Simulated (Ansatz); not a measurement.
# GdO (zincblende): zero-pressure volume and bulk modulus with BLYP + D3(BJ)

An exercise on one series of results from a longer session: the logs are not shown, and one member is left open.

Program: Ansatz 0.2.0. Level of theory: DFT BLYP + D3(BJ) with U = 6 eV on Gd 4f, scalar-relativistic, plane waves, PAW. These are calculated values, not measurements.

1 further run of the same task is left out (set aside as unsound or not needed).

## The starting structure

Symmetry: F-43m, No. 216, cubic system. Conventional cell: a = 5.400 Å, b = 5.400 Å, c = 5.400 Å, α = 90.00°, β = 90.00°, γ = 90.00°. Around Gd (site symmetry -43m) lie 4 O at 2.34 Å. O (site symmetry -43m) is surrounded by 4 Gd at 2.34 Å.

As a file:

```
CELL_PARAMETERS angstrom
0.00000 2.70000 2.70000
2.70000 0.00000 2.70000
2.70000 2.70000 0.00000
ATOMIC_POSITIONS crystal
Gd 0.00000 0.00000 0.00000
O 0.25000 0.25000 0.25000
```

This cell comes from an earlier session at PBE+U (U_eff = 6 eV on Gd 4f): 19.683 Å³/atom at -0.19 GPa, on a 8×8×8 mesh, a metal on this mesh, moments in the atoms' spheres Gd 7.02 μB.

The first run:

Input file input.yaml:

```yaml
crystal:
  lattice:
    - [0.0, 2.7, 2.7]
    - [2.7, 0.0, 2.7]
    - [2.7, 2.7, 0.0]
  atoms:
    - { symbol: Gd, position: [0.0, 0.0, 0.0], spin: 7.72 }
    - { symbol: O, position: [0.25, 0.25, 0.25] }
basis:
  ecutwfc: 420
  ecutrho_ratio: 4
kpoints:
  mp_grid: { grid: [8, 8, 8] }
hamiltonian:
  xc: blyp
  dispersion: d3bj
  hubbard: { sites: [{ species: Gd, l: f, u_eff: 6.0 }] }
scf:
  occupations: { method: gaussian, width: 0.05 }
  lower_state_search: "off"
output:
  forces: true
  stress: true
  eigenvalues: true
  populations: true
  hubbard: { sites: [{ species: Gd, l: f }] }
magnetization:
  spin_polarized: true
checkpoint:
  read: start.run
  write: ck
  compress: false
  write_wavefunctions: false
  write_every: 100000
```

start.run holds the state of a PBE+U run on this cell.

Started as:

```bash
> ansatz run input.yaml --threads 4 --pin off --max-ram 6144MiB --backend cpu --events-out ev --progress --plain --runs-dir out
```

Among the steps run: At the given cell; Stepping to 19.402 Å³/atom; Stepping to 19.268 Å³/atom; Volume × 0.98 of the new zero; Volume × 1.02 of the new zero; Volume × 0.96 of the new zero; Volume × 1.04 of the new zero.

One table of the session follows, with a row left open; its other results are not shown here.

It belongs to the step «Energy and pressure against volume». 

| volume (Å³/atom) | energy (meV/atom) | pressure (GPa) |
| --- | --- | --- |
| 18.497 | 10.82 | 4.64 |
| 18.882 | 2.52 | 2.20 |
| 19.268 | 0.00 | 0.00 |
| 19.653 | ? | ? |
| 20.038 | 9.41 | -3.79 |

**Question.** Estimate the row for volume (Å³/atom) = 19.653.

Worked estimate for «energy (meV/atom)». A straight line through the neighbours (19.268, 0.00) and (20.038, 9.41) gives 0.00 + (9.41 − 0.00) × (19.653 − 19.268) / (20.038 − 19.268) = 4.70; a parabola fitted to 3 rows on both sides gives 2.30.

The run gave: energy (meV/atom): 2.43; pressure (GPa): -1.99. In «energy (meV/atom)» the line misses by +2.27 and the parabola by -0.13.

Caveats from the session: Warnings in the runs' records: filled band counts differ across k points, stability check not made.
